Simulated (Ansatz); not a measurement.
Crystal: NiMoIrPdW.

```
Ni Mo Pd Ir W
1.0
     2.77046    0.00000    0.00000
    -1.38523    2.39928    0.00000
     0.00000    0.00000   21.88122
Ni Mo Pd Ir W
2 2 2 2 2
Direct
  0.33333 0.66667 0.04433
  0.66667 0.33333 0.95562
  0.66667 0.33333 0.34270
  0.66667 0.33333 0.76320
  0.33333 0.66667 0.44768
  0.33333 0.66667 0.65723
  0.33333 0.66667 0.23988
  0.33333 0.66667 0.86050
  0.66667 0.33333 0.13646
  0.66667 0.33333 0.55240
```

The cell was built by a generator and needn't be a form met in nature.

Base run:

- Program: Ansatz 0.2.0
- Functional: PBEsol
- Potentials or basis: Ansatz PAW
- Cutoff: 420 eV (not typed: the program's choice for these potentials)
- k mesh: 11 × 11 × 2
- Occupations: fermi-dirac, width 0.05 eV
- Spin: collinear spin, ferromagnetic start
- Starting moments: [1.0, 1.0, 1.0, 1.0, 0.0, 0.0, 0.6, 0.6, 0.0, 0.0] μB

Its results: band gap on the k mesh none (metal or under the smearing width); pressure -9.2 GPa; net moment 0.00 μB per cell; largest force 0.156 eV/Å.

**Question.** The run is repeated on the same cell with these changes: functional from PBEsol to BLYP. What comes out?

**Answer.** Band gap on the k mesh none (metal or under the smearing width); pressure 11.3 GPa; net moment 0.00 μB per cell; largest force 0.280 eV/Å.

BLYP binds less tightly than PBEsol, so the same cell stands under more pressure.

Caveats: spin-orbit coupling is left out, which moves the levels of the heavy elements; the PAW data sets come from PBE, with cores solved anew for the run's functional, which leaves a small shift of forces and pressure; the starting moments weren't kept.
